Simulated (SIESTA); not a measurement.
A run of SIESTA 5.4.2:

The input Ta3N.fdf:

```
SystemName                      Ta3N
SystemLabel                     Ta3N
NumberOfSpecies                 2
NumberOfAtoms                   4
%block ChemicalSpeciesLabel
  1  73 Ta
  2   7 N
%endblock ChemicalSpeciesLabel

LatticeConstant                 1.0 Ang
%block LatticeVectors
     3.0322239879     0.0000000000     0.0000000000
    -1.5161119940     2.6259830035     0.0000000000
     0.0000000000     0.0000000000     7.5241370000
%endblock LatticeVectors
AtomicCoordinatesFormat         Fractional
%block AtomicCoordinatesAndAtomicSpecies
     0.6666666667     0.3333333333     0.8260700000  1  Ta
     0.3333333333     0.6666666667     0.1739300000  1  Ta
     0.0000000000     0.0000000000     0.5000000000  1  Ta
     0.0000000000     0.0000000000     0.0000000000  2  N
%endblock AtomicCoordinatesAndAtomicSpecies

%block kgrid.MonkhorstPack
    8   0   0  0.0
    0   8   0  0.0
    0   0   3  0.0
%endblock kgrid.MonkhorstPack
XC.Functional                   GGA
XC.Authors                      PBEsol
PAO.BasisSize                   DZP
PAO.EnergyShift                 0.003 Ry
Mesh.Cutoff                     1200 Ry
OccupationFunction              FD
ElectronicTemperature           0.05 eV
MaxSCFIterations                120
SCF.MustConverge                false
SCF.Mixer.Method                Pulay
SCF.Mixer.Weight                0.25
SCF.Mixer.History               8
SCF.DM.Tolerance                5.0e-05
SCF.H.Tolerance                 1.0e-03 eV
WriteForces                     true
Charge.Mulliken                 end
MD.TypeOfRun                    Broyden
MD.Steps                        40
MD.MaxForceTol                  0.01 eV/Ang
MD.MaxDispl                     0.1 Ang
WriteCoorStep                   true
AtomCoorFormatOut               Fractional
MD.VariableCell                 true
MD.MaxStressTol                 0.05 GPa
%block PAO.Basis
  Ta 5
  n=5 0 2
    3.138 0.000
  n=6 0 2
    7.687 0.000
  n=5 1 2
    3.782 0.000
  n=6 1 1
    7.687
  n=5 2 2
    7.138 0.000
%endblock PAO.Basis
```

Potentials or basis: PseudoDojo 0.4 standard (PBEsol files), DZP (energy shift 0.003 Ry; two zetas on semicore shells).

Command:

```console
$ siesta < Ta3N.fdf > Ta3N.out 2>&1
```

Hardware: 1 thread of Arm Neoverse V2 (shared host).

Q: How long does it take, and how much memory?

A: Run time: 18 min on 1 thread of Arm Neoverse V2 (shared host), peak memory 0.7 GiB. Counts: scf iterations 63, k points 110, bands 82, ion steps 8.
